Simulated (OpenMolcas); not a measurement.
# CH5FOSi (SMILES C[SiH](O)F) at 6 levels

Aim: a comparison of 6 runs (HF/STO-3G, B3LYP/6-31G*, B2PLYP/def2-SVP, M06-L/def2-SVP, PBE0/def2-SVP, revPBE/def2-SVP) of CH5FOSi. 

The calculation is run with OpenMolcas 26.06.

1 further run of the same task is left out (set aside as unsound or not needed).

## (1) Starting point

CH5FOSi has 9 atoms, charge 0, and is taken as a singlet. SMILES: `C[SiH](O)F`. The shape is that of a PBE0-D4/def2-TZVP optimisation. This is one conformer, not always the lowest.

Bond lengths: C1–Si2 1.851 Å, Si2–O3 1.634 Å, Si2–F4 1.601 Å, C1–H5 1.093 Å, C1–H6 1.093 Å, C1–H7 1.093 Å, Si2–H8 1.477 Å, O3–H9 0.958 Å. Some angles: C1–Si2–O3 113.2°, C1–Si2–F4 107.2°, O3–Si2–F4 109.7°, C1–Si2–H8 113.7°, O3–Si2–H8 105.4°, F4–Si2–H8 107.6°, Si2–C1–H5 110.5°, Si2–C1–H6 110.6°, Si2–C1–H7 111.4°, Si2–O3–H9 119.0°.

## (2) Energy and gradient at HF/STO-3G (run 1)

Contents of job.inp:

```
* CH5FOSi Hartree-Fock

&GATEWAY
 BasLib = $CurrDir
 Coord
 9
 angstrom
 C       -1.059200       0.382700       0.202100
 Si       0.598700      -0.059400      -0.491700
 O        1.699800      -0.426000       0.658800
 F        0.386100      -1.319200      -1.457200
 H       -1.759300       0.624200      -0.601500
 H       -0.982100       1.251700       0.860100
 H       -1.484000      -0.445000       0.776700
 H        1.214000       1.018000      -1.292600
 H        1.474600      -1.073100       1.328200
 Basis = STO-3G
 Group = NoSym

&SEWARD

&SCF
 Thresholds = 1e-10 1e-07 1e-07 1e-05
 PrOrbitals = 1 2

&ALASKA
```

The basis set STO-3G is read from a file made from the Basis Set Exchange's data (not shown).

Launch:

```bash
$ export MOLCAS_MEM=1860
$ pymolcas job.inp > job.log
```

Standard output:

```text
--- Start Module: gateway ---
[...]
--- Stop Module: gateway /rc=_RC_ALL_IS_WELL_ ---
[...]
      Basis functions           29
[...]
--- Start Module: scf ---
[...]
       Convergence after  11 Iterations
[...]
::    Total SCF energy                               -497.8480659477
[...]
      Total spin, S                                     0.0000000000
[...]
      Total electronic charge=   42.000000
      Total            charge=   -0.000000
[...]
      Dipole Moment (debye):
      Origin of the operator (angstrom)=    0.4626   -0.3445   -0.3424
                   X= -1.1201E+00               Y=  2.3054E-01               Z=  9.1130E-01           Total=  1.4622E+00
      Quadrupole Moment (debye*angstrom):
[...]
--- Stop Module: scf /rc=_RC_ALL_IS_WELL_ ---
--- Start Module: alaska ---
[...]
 *              Molecular gradients               *
 **************************************************
  Irreducible representation: a
 ------------------------------------------------------------------------------------------
                              X                       Y                       Z
 ------------------------------------------------------------------------------------------
  C1                7.39616799791154E-03   -4.99821774580900E-03   -3.91411458611968E-03
  SI2              -3.68466713809502E-03   -2.07465316137387E-02    2.07059474669484E-02
  O3               -2.87150859935963E-02   -2.04740029156933E-02    8.26540315465962E-03
  F4               -6.06515982737310E-04    8.27433803825528E-03    3.46869589055743E-03
  H5               -5.28109047296432E-03    1.42232837650180E-03   -8.22951928939730E-03
  H6                3.25683931581450E-03    7.74360645953154E-03    5.34990076679431E-03
  H7               -3.25809796707821E-03   -8.44608793876356E-03    4.76367077692519E-03
  H8                1.36865097581644E-02    1.84303935834329E-02   -1.77985989305283E-02
[...]
--- Stop Module: alaska /rc=_RC_ALL_IS_WELL_ ---
[...]
```

Wall time 1.4 s (1 thread of Intel Xeon 6975P-C (Granite Rapids), shared host); peak memory 0.37 GiB.

## (3) Energy and forces at B3LYP/6-31G(d) (spherical functions) (run 2)

Contents of test.inp:

```
&GATEWAY
 BASLIB=$CurrDir
 COORD
 9
 angstrom
 C       -1.059200       0.382700       0.202100
 Si       0.598700      -0.059400      -0.491700
 O        1.699800      -0.426000       0.658800
 F        0.386100      -1.319200      -1.457200
 H       -1.759300       0.624200      -0.601500
 H       -0.982100       1.251700       0.860100
 H       -1.484000      -0.445000       0.776700
 H        1.214000       1.018000      -1.292600
 H        1.474600      -1.073100       1.328200
 BASIS=6-31Gs
 GROUP=NoSym

&SEWARD
 GRIDINPUT
 Grid=UltraFine
 End of Grid

&SCF
 KSDFT=B3LYP
 THRESHOLDS=1e-10 1e-07 1e-07 1e-05
 PRORBITALS=1 1

&ALASKA
```

The basis set 6-31G* is read from a file made from the Basis Set Exchange's data (not shown).

Launch:

```bash
$ export MOLCAS_MEM=1860
$ pymolcas test.inp > test.log
```

Standard output:

```text
--- Start Module: gateway ---
[...]
--- Stop Module: gateway /rc=_RC_ALL_IS_WELL_ ---
[...]
      Basis functions           70
[...]
--- Start Module: scf ---
[...]
       Convergence after  13 Iterations
[...]
::    Total KS-DFT energy                            -505.7815685841
[...]
      Total spin, S                                     0.0000000000
[...]
      Total electronic charge=   42.000000
      Total            charge=   -0.000000
[...]
      Dipole Moment (debye):
      Origin of the operator (angstrom)=    0.4626   -0.3445   -0.3424
                   X= -1.3838E+00               Y=  1.2249E-01               Z=  1.7365E+00           Total=  2.2238E+00
      Quadrupole Moment (debye*angstrom):
[...]
--- Stop Module: scf /rc=_RC_ALL_IS_WELL_ ---
[...]
--- Start Module: alaska ---
[...]
 *              Molecular gradients               *
 **************************************************
  Irreducible representation: a
 ------------------------------------------------------------------------------------------
                              X                       Y                       Z
 ------------------------------------------------------------------------------------------
  C1                2.23035645458580E-03   -1.43032068365745E-03   -1.33542900382988E-03
  SI2               8.07992736888641E-04   -8.10143836225663E-03    5.48373989742101E-03
  O3               -1.16653325579907E-02   -3.82624866419115E-03   -3.76029446180581E-03
  F4                2.03325971501833E-03    1.00389683514805E-02    7.68076713340982E-03
  H5                2.07124957217175E-03   -5.60065913639773E-04    1.02228714914832E-03
  H6                8.44934464620140E-04   -1.72825119753250E-03   -1.51894076716808E-03
  H7                1.53866606437969E-03    1.16993754002204E-03   -1.26277908761585E-03
  H8               -2.72284742540485E-04   -1.40903077664190E-03   -3.88011028251700E-04
[...]
--- Stop Module: alaska /rc=_RC_ALL_IS_WELL_ ---
[...]
```

Run time: 18 s. Hardware: 1 thread of Intel Xeon 6975P-C (Granite Rapids), shared host; peak memory 0.41 GiB.

Runs 3 to 4 aren't shown in full; the table further down has their settings and results.

## (4) Energy and forces at PBE0/def2-SVP (run 5)

Contents of struct.xyz:

```xyz
9

C     -1.059200     0.382700     0.202100
Si     0.598700    -0.059400    -0.491700
O      1.699800    -0.426000     0.658800
F      0.386100    -1.319200    -1.457200
H     -1.759300     0.624200    -0.601500
H     -0.982100     1.251700     0.860100
H     -1.484000    -0.445000     0.776700
H      1.214000     1.018000    -1.292600
H      1.474600    -1.073100     1.328200
```

Contents of calc.inp:

```
&gateway
  baslib=$CurrDir
  coord=struct.xyz
  basis=def2-SVP
  group=NoSym

&seward
  gridinput
  Grid=UltraFine
  End of Grid

&scf
  ksdft=PBE0
  thresholds=1e-10 1e-07 1e-07 1e-05
  prorbitals=0

&alaska
```

The basis set def2-SVP is read from a file made from the Basis Set Exchange's data (not shown).

Launch:

```bash
$ export MOLCAS_MEM=1860
$ pymolcas calc.inp > calc.log
```

Standard output:

```text
--- Start Module: gateway ---
[...]
--- Stop Module: gateway /rc=_RC_ALL_IS_WELL_ ---
[...]
      Basis functions           85
[...]
--- Start Module: scf ---
[...]
       Convergence after  12 Iterations
[...]
::    Total KS-DFT energy                            -505.1824398538
[...]
      Total spin, S                                     0.0000000000
[...]
      Total electronic charge=   42.000000
      Total            charge=   -0.000000
[...]
      Dipole Moment (debye):
      Origin of the operator (angstrom)=    0.4626   -0.3445   -0.3424
                   X= -1.3225E+00               Y=  1.7742E-01               Z=  1.7869E+00           Total=  2.2302E+00
      Quadrupole Moment (debye*angstrom):
[...]
--- Stop Module: scf /rc=_RC_ALL_IS_WELL_ ---
[...]
--- Start Module: alaska ---
[...]
 *              Molecular gradients               *
 **************************************************
  Irreducible representation: a
 ------------------------------------------------------------------------------------------
                              X                       Y                       Z
 ------------------------------------------------------------------------------------------
  C1               -2.85290916045877E-03    5.73794860949661E-04    8.91804226086368E-04
  SI2               2.65948958245865E-03   -1.54658790191036E-02   -1.77449314947964E-03
  O3               -8.63967025861356E-03    1.01611426643178E-03   -6.73800698587534E-03
  F4                2.70932999557338E-03    1.50893629327982E-02    1.10218146011789E-02
  H5                3.73924351535360E-03   -1.21651791908683E-03    3.99185537588087E-03
  H6               -8.56439025659350E-05   -4.41215049801036E-03   -3.41486341436292E-03
  H7                2.29571899144876E-03    4.14693433494140E-03   -2.85146420633531E-03
  H8               -4.71782776037877E-04   -1.86924585837378E-03    1.12023864875033E-03
[...]
--- Stop Module: alaska /rc=_RC_ALL_IS_WELL_ ---
[...]
```

Run time: 21 s. Hardware: 1 thread of Intel Xeon 6975P-C (Granite Rapids), shared host; peak memory 0.47 GiB.

## (5) Energy and forces at revPBE/def2-SVP (run 6)

Contents of mol.input:

```
&GATEWAY
  BasLib=$CurrDir
  Coord
  9
  angstrom
  C       -1.059200       0.382700       0.202100
  Si       0.598700      -0.059400      -0.491700
  O        1.699800      -0.426000       0.658800
  F        0.386100      -1.319200      -1.457200
  H       -1.759300       0.624200      -0.601500
  H       -0.982100       1.251700       0.860100
  H       -1.484000      -0.445000       0.776700
  H        1.214000       1.018000      -1.292600
  H        1.474600      -1.073100       1.328200
  Basis=def2-SVP
  Group=NoSym

&SEWARD
  GridInput
  Grid=UltraFine
  End of Grid

&SCF
  KSDFT=revPBE
  Thresholds=1e-10 1e-07 1e-07 1e-05
  PrOrbitals=1 2

&ALASKA
```

The basis set def2-SVP is read from a file made from the Basis Set Exchange's data (not shown).

Launch:

```bash
$ export MOLCAS_MEM=1860
$ pymolcas mol.input > mol.log
```

Standard output:

```text
--- Start Module: gateway ---
[...]
--- Stop Module: gateway /rc=_RC_ALL_IS_WELL_ ---
[...]
      Basis functions           85
[...]
--- Start Module: scf ---
[...]
       Convergence after  15 Iterations
[...]
::    Total KS-DFT energy                            -505.3889796157
[...]
      Total spin, S                                     0.0000000000
[...]
      Total electronic charge=   42.000000
      Total            charge=   -0.000000
[...]
      Dipole Moment (debye):
      Origin of the operator (angstrom)=    0.4626   -0.3445   -0.3424
                   X= -1.2267E+00               Y=  6.3965E-02               Z=  1.7340E+00           Total=  2.1250E+00
      Quadrupole Moment (debye*angstrom):
[...]
--- Stop Module: scf /rc=_RC_ALL_IS_WELL_ ---
[...]
--- Start Module: alaska ---
[...]
 *              Molecular gradients               *
 **************************************************
  Irreducible representation: a
 ------------------------------------------------------------------------------------------
                              X                       Y                       Z
 ------------------------------------------------------------------------------------------
  C1               -1.49110597230973E-03   -4.24103671105680E-04    5.01898683138435E-04
  SI2               5.49609239664273E-03   -2.21949124178984E-02   -8.59693668185280E-04
  O3               -2.17051569560578E-02   -4.00073057504646E-03   -9.16327953776097E-03
  F4                4.72516724051353E-03    2.63147090697622E-02    2.05385987336815E-02
  H5                7.61061140780850E-03   -2.57225664170835E-03    7.74635280071490E-03
  H6               -8.83990694350301E-06   -8.78023004399919E-03   -6.78126752206643E-03
  H7                4.59298314392420E-03    8.11094989852057E-03   -5.78117459376504E-03
  H8               -2.70258128839584E-03   -5.60427303953626E-03    3.30578017609007E-03
[...]
--- Stop Module: alaska /rc=_RC_ALL_IS_WELL_ ---
[...]
```

It took 23 s on 1 thread of Intel Xeon 6975P-C (Granite Rapids), shared host; peak memory 0.47 GiB.

## (6) Overview of the runs

```csv
run,level,integration grid,task,energy (Eh),dipole moment (D),HOMO energy (eV),LUMO energy (eV),wall time
1,HF/STO-3G,–,gradient,-497.848066,1.46,-9.46,13.17,1.4 s
2,B3LYP/6-31G* (spherical functions),UltraFine,gradient,-505.781569,2.22,-8.41,1.22,18 s
3,B2PLYP/def2-SVP,UltraFine,energy,-505.215127,2.26,-10.16,2.36,15 s
4,M06-L/def2-SVP,UltraFine,gradient,-505.500545,2.22,-7.63,1.14,29 s
5,PBE0/def2-SVP,UltraFine,gradient,-505.182440,2.23,-8.77,1.35,21 s
6,revPBE/def2-SVP,UltraFine,gradient,-505.388980,2.13,-7.17,0.49,23 s
```

## (7) Outcome

```
                       quantity          value
            run 6: total energy  -505.38898 Eh
           run 6: dipole moment         2.13 D
             run 6: HOMO energy       -7.17 eV
             run 6: LUMO energy        0.49 eV
           run 6: HOMO–LUMO gap        7.66 eV
run 6: largest force on an atom     1.734 eV/Å
```

**Reading.** The dipole moment (its size) runs from 1.46 D (HF/STO-3G) to 2.26 D (B2PLYP/def2-SVP). The two ends differ in method and basis. A double hybrid's value is that of its SCF part. The HOMO–LUMO gap runs from 7.66 eV (revPBE/def2-SVP) to 22.63 eV (HF/STO-3G). For B2PLYP the log adds the whole second-order term; the table takes 0.27 of it, as the functional is defined. Totals of different functionals can't be ranked against each other. In run 1 the basis is minimal, so the values are rough. All runs together took 1.8 min, the longest 29 s.
